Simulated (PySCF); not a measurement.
**AsP⁻: the SCF solver's settings**

The same problem is solved with other solver options, one edit a run.

Method: method and basis as typed in the scripts; program: PySCF 2.14.0.

4 further runs of the same task are left out: 4 that didn't finish.

### Step 1. The starting structure

AsP⁻: 2 atoms, charge -1, spin multiplicity 2.

Bond lengths: As1–P2 2.340 Å.

### Step 2. The base run

input.py reads:

```python
from pyscf import gto, scf, mp

mol = gto.M(
    atom='As 0 0 0; P 0 0 2.34',
    basis='crenbl',
    ecp={'As': 'crenbl', 'P': 'crenbl'},
    charge=-1,
    spin=1,
    verbose=3,
)
mf = scf.UHF(mol)
mf.kernel()
mp.MP2(mf).kernel()
mf.dip_moment()
print('orbital energies (hartree):', [e[max(0, n-3):n+3].round(4) for e, n in zip(mf.mo_energy, mol.nelec)])
```

Started as:

```
$ python input.py
```

Its log is not repeated here.

In short: E(SCF) = -117.956476 Eh, E(MP2) − E(SCF) = -0.40171 Eh, ⟨S²⟩ = 0.757.

The bond length is a typed value, not an optimised one. The dipole of an ion depends on the origin.

### Step 3. Damping 0.5

Variant 1 changes damping: none → 0.5.

input.py reads:

```python
from pyscf import gto, scf, mp

mol = gto.M(
    atom='As 0 0 0; P 0 0 2.34',
    basis='crenbl',
    ecp={'As': 'crenbl', 'P': 'crenbl'},
    charge=-1,
    spin=1,
    verbose=3,
)
mf = scf.UHF(mol)
mf.damp = 0.5
mf.diis_start_cycle = 8
mf.kernel()
mp.MP2(mf).kernel()
mf.dip_moment()
print('orbital energies (hartree):', [e[max(0, n-3):n+3].round(4) for e, n in zip(mf.mo_energy, mol.nelec)])
```

Started as:

```
$ python input.py
```

### Step 4. Smearing width 0.001 hartree

Variant 2 changes smearing width: none → 0.001 hartree; step after the SCF: mp2 → none.

input.py: that of step 2 with these lines changed.

```diff
@@ -1,2 +1,2 @@
-from pyscf import gto, scf, mp
+from pyscf import gto, scf
 
@@ -11,4 +11,4 @@
 mf = scf.UHF(mol)
+mf = scf.addons.smearing_(mf, sigma=0.001, method='fermi')
 mf.kernel()
-mp.MP2(mf).kernel()
 mf.dip_moment()
```

Before running it: what results should come out? Wanted: for each run, E(SCF); from base; after the SCF.

The runs gave:

```tsv
run	E(SCF) (hartree)	from base (eV)	after the SCF
base	-117.956476	0	MP2 correlation -10.931 eV
damping 0.5	-117.956476	0.0000	MP2 correlation -10.931 eV
smearing width 0.001 hartree	-117.854837	not comparable	n/a
```

What this shows: The SCF energy stays the same, to the digits that matter, with damping 0.5.
